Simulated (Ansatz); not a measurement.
The first iterations of a band of a periodic cell of 15 atoms, Zn$_{7}$O$_{8}$ (host ZnO, host structure P6_3mc, one Zn atom removed), cell charge +2.

Theory: DFT PBE, scalar-relativistic, plane waves, PAW in Ansatz 0.2.0. Settings: PAW set soft_1, cutoff 420 eV, k mesh 2x2x2, gaussian smearing 0.02 eV, no spin polarisation.

```json
{
 "movable images": "5",
 "climbing image": "yes",
 "spring": "5.0 eV/Å²",
 "optimiser": "quadratic models (default)",
 "start path": "straight line",
 "force threshold": "0.05 eV/Å",
 "iteration limit": "39",
 "end points": "relaxed"
}
```

Image 0:

```xyz
15
Lattice="-3.2417 -5.6148 0.0000 4.8625 -2.8074 0.0000 0.0000 0.0000 5.1876" Properties=species:S:1:pos:R:3
Zn 0.028 -3.727 -0.001
Zn 1.657 -4.652 2.609
O 0.009 -3.739 1.958
O 1.445 -4.813 4.501
Zn -0.036 -1.842 2.588
O 3.241 -3.734 2.094
O 0.210 -1.984 4.476
Zn 1.628 -0.955 -0.001
Zn 3.245 -1.904 2.609
O 1.629 -0.933 1.958
O 3.277 -1.638 4.500
Zn 1.649 -6.558 0.043
Zn -1.599 -4.683 2.615
O 1.636 -6.551 1.991
O -1.616 -4.673 4.596
```

Image 6:

Only the atoms that move by more than 0.05 Å are listed.
```
Zn2 1.606 -4.670 2.643
O4 1.619 -4.678 4.589
O6 3.218 -3.977 1.911
O7 0.005 -1.873 4.555
Zn9 3.253 -3.709 0.019
O10 1.423 -0.822 1.888
O11 3.254 -1.879 4.692
Zn12 1.597 -6.577 0.019
O14 1.811 -6.413 1.911
```

| iteration | highest image above the first end (eV) | largest band force component (eV/Å) |
| --- | --- | --- |
| 1 | 10.350 | 44.965 |
| 2 | 3.189 | 13.131 |
| 3 | 1.920 | 6.437 |
| 4 | 1.342 | 2.749 |
| 5 | 1.243 | 1.786 |

Task: Does the band converge within its limit, and where does its top end?

Result: The run converged. It ended after 15 iterations with the highest image 1.195 eV above the first end. By the program's own check the climbing image is a first-order saddle point (lowest curvatures found: -1.94 and 0.60 eV/Å²). Limits of this set-up: coarse k mesh, charged cell in a uniform background, uncorrected.

Run time: 20 min on 1 thread of Arm Neoverse V1, with other jobs on the host, peak memory 0.76 GiB.
